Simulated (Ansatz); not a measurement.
# C3H8B2S: small, medium and large basis sets

One table from this session's results is given with a row withheld; the runs are named, their logs left out.

Program: Ansatz 0.2.0, Gaussian basis. Level of theory: one geometry, several basis sets. These are calculated values, not measurements.

Levels to be run: PBE0-D4/def2-SVP; ωB97M-V/def2-SVP; PBE0-D4/def2-QZVPP; ωB97M-V/def2-QZVPP; the functionals' def2-TZVPP values are taken from earlier runs.

## The relaxed structure

All runs share one geometry, relaxed beforehand with PBE0-D4 in a triple-zeta def2 set.

SMILES `C=CBB(C)S`, 14 atoms, charge 0, spin multiplicity 1.

Atoms are counted from 1 here; the program's logs count them from 0.

Bond lengths: C1–C2 1.339 Å, C1–H7 1.087 Å, C1–H8 1.086 Å, C2–B3 1.543 Å, C2–H9 1.089 Å, B3–B4 1.667 Å, B3–H10 1.206 Å, B4–C5 1.570 Å, B4–S6 1.796 Å, C5–H11 1.093 Å, C5–H12 1.096 Å, C5–H13 1.096 Å, S6–H14 1.345 Å. Angles: C2–C1–H7 122.8°, C2–C1–H8 120.6°, H7–C1–H8 116.5°, C1–C2–B3 121.1°, C1–C2–H9 117.4°, B3–C2–H9 121.5°, C2–B3–B4 124.9°, C2–B3–H10 115.7°, B4–B3–H10 119.4°, B3–B4–C5 125.9°, B3–B4–S6 117.8°, C5–B4–S6 116.3°, B4–C5–H11 114.9°, B4–C5–H12 109.8°, B4–C5–H13 109.7°, H11–C5–H12 108.3°, H11–C5–H13 108.3°, H12–C5–H13 105.4° and more.

The first run:

The input, in.yaml:

```yaml
crystal:
  periodic: [false, false, false]
  atoms:
    - {symbol: C, position_ang: [-1.517937, -2.377483, -0.036283]}
    - {symbol: C, position_ang: [-0.901292, -1.284531, 0.429763]}
    - {symbol: B, position_ang: [-0.309281, -0.232610, -0.532170]}
    - {symbol: B, position_ang: [0.482950, 1.155232, -0.057204]}
    - {symbol: C, position_ang: [2.034611, 1.312887, 0.126218]}
    - {symbol: S, position_ang: [-0.509214, 2.615952, 0.268915]}
    - {symbol: H, position_ang: [-1.930768, -3.144610, 0.614617]}
    - {symbol: H, position_ang: [-1.625960, -2.538523, -1.105100]}
    - {symbol: H, position_ang: [-0.824124, -1.175558, 1.510933]}
    - {symbol: H, position_ang: [-0.475768, -0.445703, -1.707090]}
    - {symbol: H, position_ang: [2.362594, 2.308802, 0.433048]}
    - {symbol: H, position_ang: [2.396723, 0.589396, 0.865344]}
    - {symbol: H, position_ang: [2.545317, 1.055628, -0.808427]}
    - {symbol: H, position_ang: [-1.740850, 2.131817, 0.026335]}
basis:
  gaussian: {orbitals: def2-SVP}
hamiltonian: {xc: pbe0, dispersion: d4}
output: {orbitals: {seedname: orbitals}}
```

Command:

```sh
ansatz run in.yaml --threads 4 --pin off --events-out ev --progress --plain --max-ram 10444MiB
```

Among the steps run: PBE0-D4 in def2-SVP; ωB97M-V in def2-SVP; PBE0-D4 in def2-QZVPP; ωB97M-V in def2-QZVPP.

One table of the session follows, with a row left open; its other results are not shown here.

It belongs to the step «Density functionals: the series». 

```
functional       basis  HOMO (eV)  LUMO (eV)
   PBE0-D4    def2-SVP      -7.53      -1.92
   PBE0-D4  def2-TZVPP      -7.62      -2.01
   PBE0-D4  def2-QZVPP      -7.63      -2.04
   ωB97M-V    def2-SVP      -9.72       0.15
   ωB97M-V  def2-TZVPP      -9.82      -0.01
   ωB97M-V  def2-QZVPP          ?          ?
```

Estimate the missing values for ωB97M-V, def2-QZVPP.

The run gave: HOMO (eV): -9.84; LUMO (eV): -0.06. In the column «HOMO (eV)» it is the lowest.
